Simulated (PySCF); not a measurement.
# MgGa−: from the state search to spectroscopic constants

One table from this session's results is given with a row withheld; the runs are named, their logs left out.

Method: Mg aug-pcseg-1, Ga aug-pcseg-1, no relativity; program: PySCF 2.14.0.

3 further runs of the same task are left out: 3 set aside as unsound or not needed.

The first run:

Settings of the job:

| Quantity | Value |
| --- | --- |
| atoms | Mg, Ga |
| charge | -1 |
| basis | Mg aug-pcseg-1, Ga aug-pcseg-1 |
| Hamiltonian | no relativity |
| basis functions | 50 |
| electrons treated | 44 |
| masses in u | 23.9850, 68.9256 |
| levels | PBE0, PBE, r²SCAN, LDA, B97-3, PW91, HF, MP2, SCS-MP2, CCSD, CCSD(T) |
| grid | 80 radial by 434 angular points |
| occupations | held fixed by the projection of orbital angular momentum |
| dissociation limit | Mg + Ga−, each in its ground configuration |
| starting distance in angstrom | 2.660 |
| values of 2S to try | 0, 2 |

Launch:

```console
$ OMP_NUM_THREADS=1 python dia.py task.json out
```

Among the steps run: The job; First curve: PBE0; PBE; r²SCAN; LDA; B97-3 (global hybrid GGA); PW91; ROHF (mean field); Adding correlation.

One of the session's tables, all rows but one given; the rest of the session is left out.

It belongs to the step «The curves together». Energy (eV) from each level's lowest point:

| R (Å) | ROHF | ROHF-MP2 | ROHF-SCS-MP2 | ROHF-CCSD | ROHF-CCSD(T) |
| --- | --- | --- | --- | --- | --- |
| 2.354 | 0.554 | 0.354 | 0.380 | n/a | n/a |
| 2.463 | 0.330 | 0.164 | 0.186 | 0.222 | 0.200 |
| 2.573 | 0.184 | 0.058 | 0.073 | 0.097 | 0.081 |
| 2.655 | ? | ? | ? | ? | ? |
| 2.737 | 0.061 | 0.000 | 0.005 | 0.012 | 0.006 |
| 2.819 | 0.030 | 0.001 | 0.000 | 0.000 | 0.000 |
| 2.929 | 0.007 | 0.022 | 0.012 | 0.004 | 0.012 |
| 3.065 | 0.000 | 0.066 | 0.046 | 0.030 | 0.048 |
| 3.230 | 0.010 | 0.131 | 0.098 | 0.076 | 0.107 |
| 3.449 | 0.037 | 0.220 | 0.172 | n/a | n/a |

**Question.** Estimate the row for R (Å) = 2.655.

Worked estimate for «ROHF». A straight line through the neighbours (2.573, 0.184) and (2.737, 0.061) gives 0.184 + (0.061 − 0.184) × (2.655 − 2.573) / (2.737 − 2.573) = 0.123; a parabola fitted to 4 rows on both sides gives 0.110.

The run gave: ROHF: 0.111; ROHF-MP2: 0.017; ROHF-SCS-MP2: 0.027; ROHF-CCSD: 0.042; ROHF-CCSD(T): 0.031. In «ROHF» the line misses by +0.012 and the parabola by -0.001.
